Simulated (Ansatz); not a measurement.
# ScTiSe4: the cost of one run

Program: Ansatz 0.2.0. Level of theory: DFT PBE, scalar-relativistic, plane waves, PAW. These are calculated values, not measurements.

## 1. The structure to begin with

Symmetry: F-43m, No. 216, cubic system. Conventional cell: a = 8.609 Å, b = 8.609 Å, c = 8.609 Å, α = 90.00°, β = 90.00°, γ = 90.00°. Around Sc (site symmetry -43m) lie 12 Se at 3.57 Å and 4 Ti at 3.73 Å. Ti (site symmetry -43m) has 12 Se at 3.57 Å and 4 Sc at 3.73 Å in its first shell of neighbours. Se (site symmetry 3m) has 6 Se at 3.04 to 3.05 Å and 3 Ti at 3.57 Å and 3 Sc at 3.57 Å in its first shell of neighbours.

As a file:

```
CELL_PARAMETERS angstrom
0.00000 4.30435 4.30435
4.30435 0.00000 4.30435
4.30435 4.30435 0.00000
ATOMIC_POSITIONS crystal
Sc 0.75000 0.75000 0.75000
Ti 0.50000 0.50000 0.50000
Se 0.62482 0.12506 0.12506
Se 0.12506 0.62482 0.12506
Se 0.12506 0.12506 0.62482
Se 0.12506 0.12506 0.12506
```

Recipe of the guess: species swapped into a database cell of ZrNbFe4 (F-43m, No. 216), with Sc on the Zr sites, Ti on the Nb sites and Se on the Fe sites. Its size is a rough estimate.

## 2. A first look at the guess

input.yaml reads:

```yaml
crystal:
  lattice:
    - [0.0, 4.30435046, 4.30435046]
    - [4.30435046, 0.0, 4.30435046]
    - [4.30435046, 4.30435046, 0.0]
  atoms:
    - { symbol: Sc, position: [0.75, 0.75, 0.75] }
    - { symbol: Ti, position: [0.5, 0.5, 0.5], spin: 1.0 }
    - { symbol: Se, position: [0.62482239, 0.1250592, 0.1250592] }
    - { symbol: Se, position: [0.1250592, 0.62482239, 0.1250592] }
    - { symbol: Se, position: [0.1250592, 0.1250592, 0.62482239] }
    - { symbol: Se, position: [0.1250592, 0.1250592, 0.1250592] }
basis:
  ecutwfc: 420
kpoints:
  mp_grid: { grid: [4, 4, 4] }
hamiltonian:
  xc: pbe
scf:
  occupations: { method: gaussian, width: 0.1 }
  lower_state_search: "off"
output:
  forces: true
  stress: true
  eigenvalues: true
  populations: true
magnetization:
  spin_polarized: true
```

Launch:

```
ansatz run input.yaml --threads 1 --pin off --max-ram 2560MiB --backend cpu --events-out ev --progress --plain --runs-dir out
```

Q: Estimate wall time and peak memory on 1 thread of Intel Xeon at 2.50GHz (Skylake/Cascade Lake), shared host.

About 50 s, with a peak of 0.5 GiB.
